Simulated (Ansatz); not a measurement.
# GaH2ClO (built from SMILES [OH][GaH][Cl]): single points off equilibrium

Aim: energy, forces and dipole at a displaced guess of a reacting structure, from CCSD(T) and from density functionals.

Method: single points in def2-TZVPP; program: Ansatz 0.2.0, Gaussian basis.

Correlated methods freeze the cores. Filled d shells of the heavier atoms are correlated.

## (1) Where the work starts

5 atoms, charge 0, spin multiplicity 1.

Atoms are counted from 1 here; the program's logs count them from 0.

Bond lengths: Ga1–O3 2.128 Å, H2–O3 1.202 Å. Angles: Ga1–O3–H2 72.7°.

As a file:

```xyz
5
charge 0, multiplicity 1
Ga    1.4840   -0.2957    0.4792
H    -0.0213    0.3350   -0.8578
O     0.0497   -0.8579   -0.9887
H    -0.6808   -0.1059   -0.1871
Cl   -0.8814    0.9851    1.2268
```

## (2) CCSD(T)/def2-TZVPP

File run/in.yaml:

```yaml
crystal:
  periodic: [false, false, false]
  atoms:
    - {symbol: Ga, position_ang: [1.484000, -0.295700, 0.479200]}
    - {symbol: H, position_ang: [-0.021300, 0.335000, -0.857800]}
    - {symbol: O, position_ang: [0.049700, -0.857900, -0.988700]}
    - {symbol: H, position_ang: [-0.680800, -0.105900, -0.187100]}
    - {symbol: Cl, position_ang: [-0.881400, 0.985100, 1.226800]}
basis:
  gaussian: {orbitals: def2-TZVPP}
correlation: {method: ccsd_t}
output: {forces: true}
```

The command line of these runs was not kept.

## (3) PBE0-D4/def2-TZVPP

Edit run/in.yaml of step 2 so:

```diff
@@ -10,3 +10,3 @@
   gaussian: {orbitals: def2-TZVPP}
-correlation: {method: ccsd_t}
-output: {forces: true}
+hamiltonian: {xc: pbe0, dispersion: d4}
+output: {forces: true, orbitals: {seedname: orbitals}}
```

## (4) wB97M-V/def2-TZVPP

Edit run/in.yaml of step 3 so:

```diff
@@ -10,3 +10,3 @@
   gaussian: {orbitals: def2-TZVPP}
-hamiltonian: {xc: pbe0, dispersion: d4}
-output: {forces: true, orbitals: {seedname: orbitals}}
+hamiltonian: {xc: {name: wB97M-V}}
+output: {forces: true}
```

## (5) r2SCAN-D4/def2-TZVPP

Edit run/in.yaml of step 4 so:

```diff
@@ -10,3 +10,3 @@
   gaussian: {orbitals: def2-TZVPP}
-hamiltonian: {xc: {name: wB97M-V}}
+hamiltonian: {xc: r2scan, dispersion: d4}
 output: {forces: true}
```

## (6) PBE-D4/def2-TZVPP

Edit run/in.yaml of step 5 so:

```diff
@@ -10,3 +10,3 @@
   gaussian: {orbitals: def2-TZVPP}
-hamiltonian: {xc: r2scan, dispersion: d4}
+hamiltonian: {xc: pbe, dispersion: d4}
 output: {forces: true}
```

## (7) revPBE-D4/def2-TZVPP

Edit run/in.yaml of step 6 so:

```diff
@@ -10,3 +10,3 @@
   gaussian: {orbitals: def2-TZVPP}
-hamiltonian: {xc: pbe, dispersion: d4}
+hamiltonian: {xc: {name: revPBE}, dispersion: d4}
 output: {forces: true}
```

## (8) CAM-B3LYP-D4/def2-TZVPP

Edit run/in.yaml of step 7 so:

```diff
@@ -10,3 +10,3 @@
   gaussian: {orbitals: def2-TZVPP}
-hamiltonian: {xc: {name: revPBE}, dispersion: d4}
+hamiltonian: {xc: {name: CAM-B3LYP}, dispersion: d4}
 output: {forces: true}
```

(Steps that only read results are left out.)

**Question.** What will these runs give? Wanted: energy less free atoms, CCSD(T)/def2-TZVPP; RMS force component; RMS force error; HOMO and LUMO, PBE0-D4; T1 diagnostic.

As calculated:

```
                                  quantity                                                                                                  value
energy less free atoms, CCSD(T)/def2-TZVPP                                                                                         -1118.9 kJ/mol
                       RMS force component                                                                   1.873 to 2.318 eV/Å over the methods
                           RMS force error  PBE0-D4 0.077, wB97M-V 0.129, r2SCAN-D4 0.121, PBE-D4 0.334, revPBE-D4 0.434, CAM-B3LYP-D4 0.141 eV/Å
                    HOMO and LUMO, PBE0-D4                                                                                     -7.74 and -2.13 eV
                             T1 diagnostic                                                                                                  0.018
```

What this shows: Against CCSD(T) the functionals' energies less atoms differ by -113.4 to -22.8 kJ/mol, PBE-D4 by -113.4 kJ/mol. CCSD(T) in triple zeta still lacks some correlation energy of the bonds, so part of these gaps is its own basis error and they don't rank the functionals. On forces the order runs from PBE0-D4 to revPBE-D4. Frozen-core CCSD(T) forces in triple zeta carry basis errors of their own, and this is one geometry, so small gaps rank nothing.
